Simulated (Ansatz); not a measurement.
# AsGeH₃O: an energy map over bond length Ge2–H4 and angle H4–Ge2–As3

A grid of calculations on AsGeH₃O, SMILES [O]1[GeH2][AsH]1, to see where the energy is lowest and how it rises around there.

The runs use Ansatz 0.2.0; RKS PBE0-D4/def2-TZVP.

**1. Starting geometry**

6 atoms, charge 0, spin multiplicity 1.

Atoms are counted from 1 here; the program's logs count them from 0.

Bond lengths: O1–Ge2 1.840 Å, O1–As3 1.912 Å, Ge2–As3 2.368 Å, Ge2–H4 1.546 Å, Ge2–H5 1.547 Å, As3–H6 1.562 Å. Angles: Ge2–O1–As3 78.2°, O1–Ge2–As3 52.2°, O1–Ge2–H4 112.8°, O1–Ge2–H5 112.5°, As3–Ge2–H4 121.0°, As3–Ge2–H5 122.5°, H4–Ge2–H5 115.7°, O1–As3–Ge2 49.5°, O1–As3–H6 97.3°, Ge2–As3–H6 92.5°.

Coordinates:

```
O     0.5896   -1.2221    0.2176
Ge   -0.3118    0.0871   -0.7092
As   -0.2877   -0.2780    1.6301
H    -1.4475   -0.4794   -1.5925
H     0.6438    1.0864   -1.4035
H     0.8137    0.8060    1.8574
```

This geometry comes from a loose relaxation at PBE in a small basis, which is not shown.

**3. Setting up the map**

- bond length Ge2–H4: 9 values from 1.286 to 1.990 Å
- angle H4–Ge2–As3: 9 values from 76.2 to 166.2 °

Nothing else is relaxed (all other coordinates rigid). Energies count from the relaxed molecule at the same level. Points are written as (first, second).

(The set-up runs are not shown.)

**4. The run at (1.814 Å, 166.2°)**

The input, input.yaml:

```yaml
crystal:
  periodic: [false, false, false]
  atoms:
    - { symbol: O, position_ang: [0.575473, -1.189581, 0.22763] }
    - { symbol: Ge, position_ang: [-0.31276, 0.090915, -0.698395] }
    - { symbol: As, position_ang: [-0.28416, -0.273851, 1.603842] }
    - { symbol: H, position_ang: [-0.698993, 0.135797, -2.470232] }
    - { symbol: H, position_ang: [0.63377, 1.075027, -1.39013] }
    - { symbol: H, position_ang: [0.813174, 0.780586, 1.835599] }
basis:
  gaussian: { orbitals: def2-TZVP }
hamiltonian:
  xc: pbe0
  dispersion: d4
output:
  forces: true
```

Started as:

```
> ansatz run input.yaml --threads 1 --pin off --max-ram 2560MiB --backend cpu --events-out ev --progress --plain --runs-dir out
```

Further runs follow: the other points that were computed.

What does the calculation give? Wanted: lowest point; highest computed point; largest force on an atom.

The runs gave:

| quantity | value |
| --- | --- |
| lowest point | (1.550 Å, 121.2°), 0.31 kJ/mol |
| highest computed point | (1.286 Å, 166.2°), 208 kJ/mol above the lowest |
| largest force on an atom (eV/Å) | 0.3 at (1.550 Å, 121.2°) to 8.1 at (1.286 Å, 166.2°); 0.3 at the lowest point |
| time for the whole task | 10 min on 1 thread, shared host |

**Reading.** The lowest computed point is at (1.550 Å, 121.2°), 0.31 kJ/mol from the relaxed molecule at the same level. The grid is coarse, so the lowest point of the scanned range may lie between grid points; coordinates that were held can hide deeper minima. No other kind of well shows on this grid. The highest computed point, (1.286 Å, 166.2°), lies 208 kJ/mol above the lowest. Round the minimum the two coordinates are nearly uncoupled.
